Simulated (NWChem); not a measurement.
**CH5BN2 (SMILES NC1BN1) at 6 levels**

We compute a comparison of 6 runs (HF/cc-pVDZ, PBE/cc-pVDZ, B3LYP/cc-pVDZ, PBE0/cc-pVDZ, SVWN5/cc-pVDZ, CCSD(T)/cc-pVDZ) of CH5BN2. 

Program for the calculation: NWChem 7.3.0.

1 further run of the same task is left out (set aside as unsound or not needed).

## Step 1: Starting point

The species is CH5BN2 (9 atoms), meant as a singlet with charge 0. As SMILES, `NC1BN1`. The shape is that of a PBE0-D4/def2-TZVP optimisation. This is one conformer, not always the lowest.

Bond lengths: N1–C2 1.431 Å, C2–B3 1.561 Å, C2–N4 1.467 Å, B3–N4 1.341 Å, N1–H5 1.010 Å, N1–H6 1.010 Å, C2–H7 1.092 Å, B3–H8 1.184 Å, N4–H9 1.004 Å. Some angles: N1–C2–B3 121.1°, N1–C2–N4 117.3°, B3–C2–N4 52.5°, C2–B3–N4 60.2°, C2–N4–B3 67.4°, N1–C2–H7 115.1°, B3–C2–H7 121.0°, N4–C2–H7 113.6°, C2–N1–H5 112.4°, C2–N1–H6 112.7°.

## Step 2: Energy and forces at HF/cc-pVDZ (run 1)

Input file nw.nw:

```
echo
start nw
title "CH5BN2 hf"
memory 2200 mb
charge 0

geometry noautosym nocenter noautoz
N     0.142900    1.194400   -0.640600
C    -0.364200   -0.077200   -0.222300
B     0.591200   -1.194100    0.303200
N    -0.130500   -0.469900    1.171500
H     0.784000    1.117400   -1.417000
H    -0.589900    1.842600   -0.892400
H    -1.366400   -0.317200   -0.582700
H     1.414200   -2.039000    0.194700
H    -0.392800   -0.103200    2.068300
end

basis spherical bse
* library cc-pVDZ
end

scf
thresh 1e-08
maxiter 80
end

task scf gradient
```

Started as:

```
nwchem nw.nw > nw.out
```

Standard output:

```text
[...]
  functions       =    81
[...]
  wavefunction    = RHF
[...]
         Total SCF energy =   -174.331412510309
      One-electron energy =   -452.628557739198
      Two-electron energy =    168.848793585371
 Nuclear repulsion energy =    109.448351643518
        Time for solution =     32.1s
[...]
                         RHF ENERGY GRADIENTS
    atom               coordinates                        gradient
                 x          y          z           x          y          z
   1 N       0.270042   2.257089  -1.210558   -0.001106  -0.006174   0.003182
   2 C      -0.688238  -0.145887  -0.420086    0.001088   0.002128  -0.000830
   3 B       1.117206  -2.256522   0.572965   -0.000426  -0.000326  -0.004321
   4 N      -0.246609  -0.887982   2.213814    0.003282  -0.002512  -0.001973
   5 H       1.481545   2.111580  -2.677742    0.005873  -0.000385  -0.003033
   6 H      -1.114749   3.482009  -1.686391   -0.004813   0.004301  -0.000362
   7 H      -2.582122  -0.599421  -1.101143   -0.000918  -0.000677  -0.000307
   8 H       2.672450  -3.853151   0.367930   -0.000267   0.000686   0.000728
   9 H      -0.742284  -0.195020   3.908520   -0.002712   0.002959   0.006915
[...]
```

It took 41 s on 1 thread of Intel Xeon Platinum 8488C (Sapphire Rapids), shared host; peak memory 0.1 GiB.

## Step 3: Energy and forces at PBE/cc-pVDZ (run 2)

Input file work.nw:

```
echo
start work
title "CH5BN2"
memory total 2200 mb

geometry noautosym nocenter noautoz
N      0.142900     1.194400    -0.640600
C     -0.364200    -0.077200    -0.222300
B      0.591200    -1.194100     0.303200
N     -0.130500    -0.469900     1.171500
H      0.784000     1.117400    -1.417000
H     -0.589900     1.842600    -0.892400
H     -1.366400    -0.317200    -0.582700
H      1.414200    -2.039000     0.194700
H     -0.392800    -0.103200     2.068300
end

basis spherical bse
N library cc-pVDZ
C library cc-pVDZ
B library cc-pVDZ
H library cc-pVDZ
end

dft
xc xpbe96 cpbe96
grid xfine
convergence energy 1e-08
maxiter 100
mulliken
print low
end

task dft gradient
```

Started as:

```
nwchem work.nw > work.out
```

Standard output:

```text
[...]
 d= 0,ls=0.0,diis     1   -175.1505947663 -2.85D+02  1.32D-02  5.26D-01     4.2
[...]
 d= 0,ls=0.0,diis    11   -175.2106598372 -2.82D-09  3.59D-07  2.16D-09    42.1
         Total DFT energy =     -175.210659837155
      One electron energy =     -452.923267252899
           Coulomb energy =      193.265674805684
    Exchange-Corr. energy =      -25.001419033458
 Nuclear repulsion energy =      109.448351643518
[...]
                         DFT ENERGY GRADIENTS
    atom               coordinates                        gradient
                 x          y          z           x          y          z
   1 N       0.270042   2.257089  -1.210558   -0.005305   0.000280  -0.015120
   2 C      -0.688238  -0.145887  -0.420086   -0.000345  -0.006355   0.008803
   3 B       1.117206  -2.256522   0.572965   -0.008508   0.009658   0.006704
   4 N      -0.246609  -0.887982   2.213814    0.002514  -0.000739  -0.007254
   5 H       1.481545   2.111580  -2.677742   -0.007723   0.000941   0.011105
   6 H      -1.114749   3.482009  -1.686391    0.009605  -0.008054   0.005159
   7 H      -2.582122  -0.599421  -1.101143    0.011616   0.003452   0.003640
   8 H       2.672450  -3.853151   0.367930   -0.005600   0.005796   0.000413
   9 H      -0.742284  -0.195020   3.908520    0.003745  -0.004978  -0.013450
 Task  times  cpu:       50.6s     wall:       50.6s
[...]
```

It took 51 s on 1 thread of Intel Xeon Platinum 8488C (Sapphire Rapids), shared host; peak memory 0.14 GiB.

Run 3 isn't shown in full; the table further down has it.

## Step 4: Energy and forces at PBE0/cc-pVDZ (run 4)

Input file run.py:

```python
from ase import Atoms
from ase.calculators.nwchem import NWChem

molecule = Atoms('NCBNHHHHH', positions=[
    [0.142900, 1.194400, -0.640600],
    [-0.364200, -0.077200, -0.222300],
    [0.591200, -1.194100, 0.303200],
    [-0.130500, -0.469900, 1.171500],
    [0.784000, 1.117400, -1.417000],
    [-0.589900, 1.842600, -0.892400],
    [-1.366400, -0.317200, -0.582700],
    [1.414200, -2.039000, 0.194700],
    [-0.392800, -0.103200, 2.068300],
])

calc = NWChem(
    label='m1',
    theory='dft',
    memory='2200 mb',
    basis='cc-pVDZ',
    basispar='spherical bse',
    dft={'xc': 'pbe0', 'mult': '1', 'grid': 'xfine', 'convergence': 'energy 1e-08', 'iterations': '100', 'mulliken': None},
)
molecule.calc = calc

forces = molecule.get_forces()
print("Total energy (eV):", round(molecule.get_potential_energy(), 6))
print("forces (eV/A):")
for s, f in zip(molecule.symbols, forces):
    print(f"{s:2s} {f[0]:10.5f} {f[1]:10.5f} {f[2]:10.5f}")
print("dipole (e A):", molecule.get_dipole_moment().round(4))
```

Started as:

```
export ASE_NWCHEM_COMMAND="nwchem PREFIX.nwi > PREFIX.nwo"
python run.py
```

Standard output:

```text
Total energy (eV): -4768.290831
forces (eV/A):
N     0.12506   -0.08742    0.48856
C     0.10130    0.27434   -0.16008
B     0.17412   -0.18317   -0.11472
N    -0.08454    0.06258    0.02982
H     0.12850   -0.03666   -0.27660
H    -0.20862    0.15113   -0.14804
H    -0.32267   -0.10829   -0.09672
H     0.16152   -0.17509   -0.01640
H    -0.07466    0.10254    0.29419
dipole (e A): [-0.1972  0.1376 -0.0224]
```

The calculator wrote m1.nwi:

```
title "m1"

permanent_dir m1

scratch_dir m1

start m1

geometry units angstrom nocenter noautosym noautoz
  N  1.4290000000000000e-01 1.1943999999999999e+00 -6.4059999999999995e-01
  C  -3.6420000000000002e-01 -7.7200000000000005e-02 -2.2230000000000000e-01
  B  5.9119999999999995e-01 -1.1940999999999999e+00 3.0320000000000003e-01
  N  -1.3050000000000000e-01 -4.6989999999999998e-01 1.1715000000000000e+00
  H  7.8400000000000003e-01 1.1173999999999999e+00 -1.4170000000000000e+00
  H  -5.8989999999999998e-01 1.8426000000000000e+00 -8.9239999999999997e-01
  H  -1.3664000000000001e+00 -3.1719999999999998e-01 -5.8270000000000000e-01
  H  1.4141999999999999e+00 -2.0390000000000001e+00 1.9470000000000001e-01
  H  -3.9279999999999998e-01 -1.0320000000000000e-01 2.0682999999999998e+00
end

memory 2200 mb

basis spherical bse noprint
   * library cc-pVDZ
end

dft
  xc pbe0
  mult 1
  grid xfine
  convergence energy 1e-08
  iterations 100
  mulliken
end

task dft gradient
```

m1.nwo:

```text
Northwest Computational Chemistry Package (NWChem) 7.3.0
             --------------------------------------------------------

           Job information
           ---------------

    nwchem branch   = 7.3.0
    use scalapack   = T
    input           = m1.nwi
    prefix          = m1.
    data base       = m1/m1.db
    status          = startup
    nproc           =        1

           Memory information
           ------------------

[... 5 lines left out ...]
    hardfail = no
[... 109 lines left out ...]
  convergence criterion.
[... 42 lines left out ...]
          Spatial weights used:  Erf1
[... 32 lines left out ...]
 1-e energy   =    -449.133581
[... 46 lines left out ...]
           Coulomb energy =      193.282049401216
[... 636 lines left out ...]
          Convergence on density requested:  1.00D-05
[... 28 lines left out ...]
          total energy or number of iterations.
[... 36 lines left out ...]
                 ----------------------------------------
                 |  Time  |  1-e(secs)   |  2-e(secs)   |
                 ----------------------------------------
                 |  CPU   |       0.01   |       6.63   |
                 ----------------------------------------
                 |  WALL  |       0.01   |       6.63   |
                 ----------------------------------------

 Task  times  cpu:       46.7s     wall:       46.7s
 Total times  cpu:       46.8s     wall:       46.8s
```

Wall time 48 s (1 thread of Intel Xeon Platinum 8488C (Sapphire Rapids), shared host); peak memory 0.14 GiB.

Run 5 isn't shown in full; the table further down has it.

## Step 5: The energy at CCSD(T)/cc-pVDZ (run 6)

Input file run.nw:

```
echo
start run
memory 2200 mb

geometry units atomic noautosym nocenter noautoz
N   0.27004186  2.25708888 -1.21055856
C  -0.68823825 -0.14588686 -0.42008612
B   1.11720608 -2.25652197  0.57296496
N  -0.24660926 -0.88798231  2.21381415
H   1.48154528  2.11157997 -2.67774192
H  -1.11474944  3.48200936 -1.68639159
H  -2.58212178 -0.59942113 -1.10114341
H   2.67245069 -3.85315157  0.36792968
H  -0.74228442 -0.19501974  3.90852054
end

basis spherical bse
* library cc-pVDZ
end

scf
thresh 1e-08
maxiter 80
print medium
end

ccsd
freeze core 4
maxiter 60
end

task ccsd(t)
```

Started as:

```
nwchem run.nw > run.out
```

Standard output:

```text
[...]
  functions       =    81
[...]
  wavefunction    = RHF
[...]
         Total SCF energy =   -174.331412507321
      One-electron energy =   -452.628542494819
      Two-electron energy =    168.848786163008
 Nuclear repulsion energy =    109.448343824490
        Time for solution =     18.4s
[...]
 Total MP2 energy:           -174.887369516516543
[...]
             energy      energy      error      ampl     ampl      Block
                                                time     time      time
[...]
 Total CCSD energy:           -174.922918548516094
[...]
 Total CCSD+T(CCSD) energy:           -174.942600793595318
[...]
 Total CCSD(T) energy:                -174.941736294551134
[...]
```

Wall time 1.8 min (1 thread of Intel Xeon Platinum 8488C (Sapphire Rapids), shared host); peak memory 0.22 GiB.

## Step 6: Overview of the runs

```
run            level  iteration cap   module  energy (Eh)  dipole moment (D) of the reference  largest force (eV/Å)  wall time
  1       HF/cc-pVDZ             80      scf  -174.331413                                0.97                 0.411       41 s
  2      PBE/cc-pVDZ            100      dft  -175.210660                                   –                 0.824       51 s
  3    B3LYP/cc-pVDZ            100      dft  -175.441368                                1.15                 0.518       67 s
  4     PBE0/cc-pVDZ            100      dft  -175.231457                                1.16                 0.512       48 s
  5    SVWN5/cc-pVDZ            100      dft  -173.883252                                1.32                 1.160       28 s
  6  CCSD(T)/cc-pVDZ             80  ccsd(t)  -174.941736                                   –                     –    1.8 min
```

## Step 7: What came out

| quantity | value |
| --- | --- |
| run 6: total energy | -174.94174 Eh |
| run 6: HOMO energy (Hartree–Fock orbitals) | -10.09 eV |
| run 6: LUMO energy (Hartree–Fock orbitals) | 4.23 eV |
| run 6: HOMO–LUMO gap (Hartree–Fock orbitals) | 14.32 eV |
| run 6: correlation energy (4 core orbitals frozen) | -610.3 mEh |
| run 6: (T) correction | -18.82 mEh |

What this shows: Over runs 1, 3, 4, 5 the dipole moment (its size) runs from 0.97 D (HF/cc-pVDZ) to 1.32 D (SVWN5/cc-pVDZ). Totals of different functionals can't be ranked against each other. All runs together took 5.7 min, the longest 1.8 min.
